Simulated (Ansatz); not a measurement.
**WHO+ (quintet): the correlation ladder, def2-QZVPP**

The task here is to estimate one member of a computed series from the others.

Computed with Ansatz 0.2.0, Gaussian basis. Level: def2-QZVPP, core rule «outside noble gas», up to 5 orbitals frozen.

Plan: UHF; ROHF; CCSD(T) on UHF.

2 further runs of the same task are left out: 2 set aside as unsound or not needed. Runs told in other sessions of the task aren't counted.

## The system

The geometry is a PBE0/def2-TZVP stationary point (not a proven minimum) of the parent state, kept for this charge and spin. No spin-orbit coupling is included. Elements past krypton take def2 core potentials.

3 atoms, charge 1, spin multiplicity 5.

Atoms are counted from 1 here; the program's logs count them from 0.

Bond lengths: W1–O2 1.795 Å, O2–H3 0.974 Å. Angles: W1–O2–H3 128.0°.

Geometry (Å):

```csv
atom,x (Å),y (Å),z (Å)
W1,0.0000,-0.1706,1.4092
O2,0.0000,-0.2798,-0.3820
H3,0.0000,0.4504,-1.0272
```

The first run:

in.yaml reads:

```yaml
crystal:
  periodic: [false, false, false]
  atoms:
    - {symbol: W, position_ang: [0.000000, -0.170624, 1.409222]}
    - {symbol: O, position_ang: [0.000000, -0.279768, -0.381991]}
    - {symbol: H, position_ang: [0.000000, 0.450392, -1.027231]}
basis:
  gaussian: {orbitals: "def2-QZVPP.json"}
total_charge: 1
magnetization: {spin_polarized: true, initial_magnetization: 4}
hamiltonian: {xc: hf}
output: {orbitals: {seedname: orbitals}}
```

Run with:

```
ansatz run in.yaml --threads 1 --pin off --events-out ev --progress --plain --max-ram 4096MiB --backend cpu
```

Among the steps run: UHF; ROHF; CCSD(T) on UHF.

One of the session's tables, all rows but one given; the rest of the session is left out.

It belongs to the step «Misses and costs». 

```
  method  from UCCSD(T) (meV)
    ROHF             +10464.0
     UHF             +10256.5
    UMP2                    ?
   UCCSD               +468.3
UCCSD(T)                    0
```

Q: Estimate the row for UMP2 from the others.

**Answer.** from UCCSD(T) (meV): +490.6. In the column «from UCCSD(T) (meV)» it lies between UCCSD (+468.3) and UHF (+10256.5).
